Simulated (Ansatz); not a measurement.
# H9NOSi2: the cost of one run

Program: Ansatz 0.2.0. Level of theory: RKS PBE0-D4/def2-SVP. These are calculated values, not measurements.

**1. The structure to begin with**

Bond lengths: Si1–N2 2.121 Å, Si1–H3 1.467 Å, Si1–H4 1.500 Å, Si1–Si5 2.298 Å, Si1–O7 2.072 Å, N2–H8 1.006 Å, N2–H9 1.006 Å, Si5–H10 1.471 Å, Si5–H11 1.467 Å, Si5–H12 1.467 Å, O7–H13 0.957 Å. Angles (14 of 20 angles, heavy atoms first): N2–Si1–Si5 114.6°, N2–Si1–O7 70.2°, Si5–Si1–O7 83.3°, Si1–N2–H8 115.7°, Si1–N2–H9 116.5°, N2–Si1–H3 108.4°, N2–Si1–H4 90.4°, H3–Si1–Si5 128.8°, H3–Si1–O7 86.5°, H4–Si1–Si5 107.1°, H4–Si1–O7 160.5°, Si1–Si5–H10 110.7°, Si1–Si5–H11 115.0°, Si1–Si5–H12 112.6°.

As a file:

```xyz
13

Si   -0.7539   -0.3463    0.2354
N     0.9521   -0.7515    1.4292
H    -1.8104    0.1883    1.1018
H    -1.1372   -1.7960    0.2740
Si   -0.2884    0.1733   -1.9543
H     0.9998    0.5744    1.2474
O     0.2712    1.4132    0.6165
H     1.6740   -1.2959    0.9881
H     0.7776   -1.0982    2.3578
H    -0.8762   -0.8242   -2.8611
H     1.1390    0.2363   -2.2879
H    -0.8721    1.4549   -2.3653
H    -0.0755    2.0718    1.2183
```

**2. Pulling towards end A**

Springs on the bonds that form and break draw the guess towards this end; the thresholds are loose.

Input file input.yaml:

```yaml
crystal:
  periodic: [false, false, false]
  atoms:
    - { symbol: Si, position_ang: [-0.7539, -0.3463, 0.2354] }
    - { symbol: "N", position_ang: [0.9521, -0.7515, 1.4292] }
    - { symbol: H, position_ang: [-1.8104, 0.1883, 1.1018] }
    - { symbol: H, position_ang: [-1.1372, -1.796, 0.274] }
    - { symbol: Si, position_ang: [-0.2884, 0.1733, -1.9543] }
    - { symbol: H, position_ang: [0.9998, 0.5744, 1.2474] }
    - { symbol: O, position_ang: [0.2712, 1.4132, 0.6165] }
    - { symbol: H, position_ang: [1.674, -1.2959, 0.9881] }
    - { symbol: H, position_ang: [0.7776, -1.0982, 2.3578] }
    - { symbol: H, position_ang: [-0.8762, -0.8242, -2.8611] }
    - { symbol: H, position_ang: [1.139, 0.2363, -2.2879] }
    - { symbol: H, position_ang: [-0.8721, 1.4549, -2.3653] }
    - { symbol: H, position_ang: [-0.0755, 2.0718, 1.2183] }
basis:
  gaussian: { orbitals: def2-SVP }
hamiltonian:
  xc: pbe0
  dispersion: d4
relax:
  f_tol: 0.15
  max_steps: 25
  restrain:
    - { distance: [0, 6], at: 3.07, k: 30.0 }
    - { distance: [5, 1], at: 2.32, k: 30.0 }
    - { distance: [0, 1], at: 1.82, k: 30.0 }
    - { distance: [5, 6], at: 0.97, k: 30.0 }
```

Started as:

```
$ ansatz run input.yaml --threads 2 --pin off --max-ram 3072MiB --backend cpu --events-out ev --progress --plain --runs-dir out
```

**Question.** How long does this run take on 2 threads of Intel Xeon Platinum 8488C (Sapphire Rapids), shared host, and how much memory does it need?

About 25 s, with a peak of 0.26 GiB.
